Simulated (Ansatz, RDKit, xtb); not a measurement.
# C4H6BNO: which of the isomers drawn lies lowest?, part 2 of 2

A sample of isomers of C4H6BNO is drawn. Aim: find which of them has the lowest free energy at 298.15 K, then its properties. The sample is small against all isomers, and the most stable one of this formula need not be in it.

xtb, Ansatz and PySCF; isolated molecules. Earlier steps stand in the parts before.

### 10 c418a at MP2/def2-TZVPP

input.yaml

```yaml
crystal:
  periodic: [false, false, false]
  atoms:
    - symbol: C
      position_ang: [0.480315, 0.616608, -0.624776]
    - symbol: C
      position_ang: [-0.223322, 1.680217, -1.101718]
    - symbol: C
      position_ang: [-0.864761, 2.294529, 0.030296]
    - symbol: C
      position_ang: [-0.524548, 1.579477, 1.146487]
    - symbol: B
      position_ang: [0.895176, -0.449148, 1.591468]
    - symbol: N
      position_ang: [0.313120, 0.531139, 0.753415]
    - symbol: O
      position_ang: [-1.645508, 3.382138, -0.090704]
    - symbol: H
      position_ang: [1.597284, -1.287479, 1.084326]
    - symbol: H
      position_ang: [0.666830, -0.407275, 2.774373]
    - symbol: H
      position_ang: [1.102171, -0.110534, -1.141653]
    - symbol: H
      position_ang: [-0.298582, 2.016352, -2.133317]
    - symbol: H
      position_ang: [-1.976412, 3.634708, 0.777427]
    - symbol: H
      position_ang: [-0.795802, 1.710990, 2.191055]
basis:
  gaussian:
    orbitals: def2-TZVPP
correlation:
  method: mp2
  frozen_orbitals: {H: 0, B: 1, O: 1, "N": 1, C: 1}
```

Started as:

```bash
$ ansatz run input.yaml --threads 2 --pin off --max-ram 5220MiB --events-out events.jsonl --progress --plain --runs-dir runs
```

Standard output:

```text
Warning: RAYON_NUM_THREADS=2 ignored (pool sized by the plan → 2); use --threads N
Functional definition: HF
  name "HF"
  exchange = exact_x
  correlation = 0
1839 factors; integrals over basis functions are off by at most 8.2e-4 eV
mean field evaluation 1: about -8405.6567 eV, gradient 4.1e1 eV
mean field evaluation 2: about -8406.0742 eV, gradient 4.1e1 eV
mean field evaluation 4: about -8410.4002 eV, gradient 5.2e0 eV
mean field evaluation 8: about -8410.4766 eV, gradient 3.1e-1 eV
mean field -8410.47705236 eV, -309.0793308481 hartree, gradient 2.9e-6 eV, S^2 0.000000; 0 other end points of the search recorded, 0 dependent functions left out; unrestricted orbitals would lower it
mean field evaluation 16: about -8410.4205 eV, gradient 1.1e0 eV
7 core orbitals not correlated: weight in the atoms' cores, before any rotation towards them, 1.000 or more for the frozen orbitals, at most 0.000 for the correlated occupied ones
reference -8410.47705236 eV, -309.0793308481 hartree; 18, 18 occupied and 276, 276 virtual orbitals, 1839 factors
second order -31.83196593 eV of doubles, -0.00000000 eV of singles
Total energy: -8442.30901829 eV, -310.2491340196 hartree
```

Run time: 15 s. Hardware: 2 threads of Intel Xeon Platinum 8259CL at 2.50GHz (Skylake/Cascade Lake), shared host; peak memory 0.95 GiB.

### 11 c956a at CCSD(T)/def2-SVP

input.yaml

```yaml
crystal:
  periodic: [false, false, false]
  atoms:
    - symbol: C
      position_ang: [-0.197614, 0.714257, 0.742101]
    - symbol: C
      position_ang: [-0.127546, 1.218567, -1.454132]
    - symbol: C
      position_ang: [0.172876, 2.400402, -0.783414]
    - symbol: C
      position_ang: [0.129009, 2.085282, 0.585436]
    - symbol: B
      position_ang: [-0.354260, -0.059250, 2.005975]
    - symbol: "N"
      position_ang: [-0.342443, 0.239812, -0.561560]
    - symbol: O
      position_ang: [0.360290, 2.949411, 1.572259]
    - symbol: H
      position_ang: [-0.637509, -1.235906, 2.014197]
    - symbol: H
      position_ang: [-0.192006, 0.510619, 3.068628]
    - symbol: H
      position_ang: [-0.578101, -0.716850, -0.784117]
    - symbol: H
      position_ang: [-0.196368, 1.037056, -2.525902]
    - symbol: H
      position_ang: [0.395303, 3.366836, -1.227689]
    - symbol: H
      position_ang: [0.264936, 2.472296, 2.408692]
basis:
  gaussian: {orbitals: def2-SVP}
correlation: {method: ccsd_t, frozen_orbitals: {H: 0, B: 1, O: 1, "N": 1, C: 1}}
```

Started as:

```bash
$ ansatz run input.yaml --threads 2 --pin off --max-ram 5220MiB --events-out events.jsonl --progress --plain --runs-dir runs
```

Standard output, shortened:

```text
Warning: RAYON_NUM_THREADS=2 ignored (pool sized by the plan → 2); use --threads N
Functional definition: HF
  name "HF"
[...]
1313 factors; integrals over basis functions are off by at most 1.4e-3 eV
[...]
mean field -8400.43954283 eV, -308.7104591764 hartree, gradient 1.4e-6 eV, S^2 0.000000; 0 other end points of the search recorded, 0 dependent functions left out
7 core orbitals not correlated: weight in the atoms' cores, before any rotation towards them, 1.000 or more for the frozen orbitals, at most 0.000 for the correlated occupied ones
reference -8400.43954283 eV, -308.7104591764 hartree; 18, 18 occupied and 103, 103 virtual orbitals, 1313 factors
second order -25.96585208 eV of doubles, -0.00000000 eV of singles
cycle   1  -26.20586721 eV  change   -2.4e-1 eV  update   1.3e-1
[...]
cycle  10  -27.07324778 eV  change    6.6e-6 eV  update   2.9e-5
perturbative correction -1.05507413 eV, -0.0387732592 hartree
Total energy: -8428.56786474 eV, -309.7441559406 hartree
```

Wall time 26 s (2 threads of Intel Xeon Platinum 8259CL at 2.50GHz (Skylake/Cascade Lake), shared host); peak memory 0.93 GiB.

For c418a, c670a the log finds that unrestricted Hartree-Fock orbitals lie lower, a sign to watch the closed-shell reference there.

### 12 The ranking

Energies in kcal/mol from c418a; G adds the thermal terms to the CCSD(T)/def2-SVP + MP2/def2-TZVPP - MP2/def2-SVP energy. The columns left of the relaxed level are at the tight-binding geometries.

| label | SMILES | spin | GFN2-xTB | HF/STO-3G | r2SCAN-D4/def2-SVP | PBE0-D3(BJ)/def2-SVP | HF/def2-SVP | MP2/def2-SVP | CCSD(T)/def2-SVP + MP2/def2-TZVPP - MP2/def2-SVP | G | share at equilibrium | T1 |
| --- | --- | --- | --- | --- | --- | --- | --- | --- | --- | --- | --- | --- |
| c418a | Bn1ccc(O)c1 | singlet | 0.0 | 0.0 | 0.0 | 0.0 | 0.0 | 0.0 | 0.0 | 0.0 | 100.0 % | 0.013 |
| c956a | Bc1[nH]ccc1O | singlet | 15.9 | 19.0 | 5.4 | 6.1 | 11.6 | 9.2 | 10.5 | 10.3 | < 0.1 % | 0.014 |
| c670a | Bc1cc(O)c[nH]1 | singlet | 19.6 | 24.6 | 11.6 | 12.3 | 17.9 | 13.8 | 15.3 | 14.8 | < 0.1 % | 0.013 |
| c211a | Bc1c[nH]cc1O | singlet | 21.1 | 24.4 | 12.3 | 12.4 | 16.3 | 14.8 | 15.7 | 15.2 | < 0.1 % | 0.014 |

Lowest found: c418a, `Bn1ccc(O)c1`, a singlet. Bond lengths: C1–C2 1.362 Å, C2–C3 1.439 Å, C3–C4 1.369 Å, C1–N6 1.391 Å, C4–N6 1.398 Å, B5–N6 1.415 Å, C3–O7 1.344 Å, B5–H8 1.205 Å, B5–H9 1.205 Å, C1–H10 1.087 Å, C2–H11 1.088 Å, O7–H12 0.963 Å, C4–H13 1.087 Å. Some angles: C1–C2–C3 106.8°, C2–C1–N6 109.4°, C2–C3–C4 107.9°, C2–C3–O7 122.2°, C4–C3–O7 129.8°, C3–C4–N6 108.1°, C1–N6–C4 107.7°, C1–N6–B5 125.4°, C4–N6–B5 126.8°, C1–C2–H11 127.5°.

```xyz
13

C     0.4803    0.6166   -0.6248
C    -0.2233    1.6802   -1.1017
C    -0.8648    2.2945    0.0303
C    -0.5245    1.5795    1.1465
B     0.8952   -0.4491    1.5915
N     0.3131    0.5311    0.7534
O    -1.6455    3.3821   -0.0907
H     1.5973   -1.2875    1.0843
H     0.6668   -0.4073    2.7744
H     1.1022   -0.1105   -1.1417
H    -0.2986    2.0164   -2.1333
H    -1.9764    3.6347    0.7774
H    -0.7958    1.7110    2.1911
```

### 13 Outcome

This closing draws on all 2 parts.

```
                                 quantity                                                                  value
                   lowest structure found                                                   Bn1ccc(O)c1, singlet
                            next finalist                       Bc1[nH]ccc1O, singlet, 10.3 kcal/mol higher in G
share at equilibrium, among the finalists                                                                100.0 %
                                   funnel  6 starts, 6 minima at GFN2-xTB, 7 screening runs, 4 relaxed, 4 ranked
                     CPU time of all runs                                                                9.4 min
```

**Reading.** The search ends on `Bn1ccc(O)c1`. Among the finalists first place is clear (10.3 kcal/mol); structures outside the list aren't covered. GFN2-xTB, HF/STO-3G, r2SCAN-D4/def2-SVP, PBE0-D3(BJ)/def2-SVP, HF/def2-SVP and MP2/def2-SVP already put its bonding pattern lowest among the structures in one piece. The largest share of the time went into the final energies (53 %). Lowest found is not proven lowest: the search is finite, and each finalist counts with one conformer. Only 6 drawn patterns were tried, so whole families of isomers are missing, and the result ranks this sample alone. The lowest isomer need not be the one that is made and kept in a bottle, which depends on barriers.
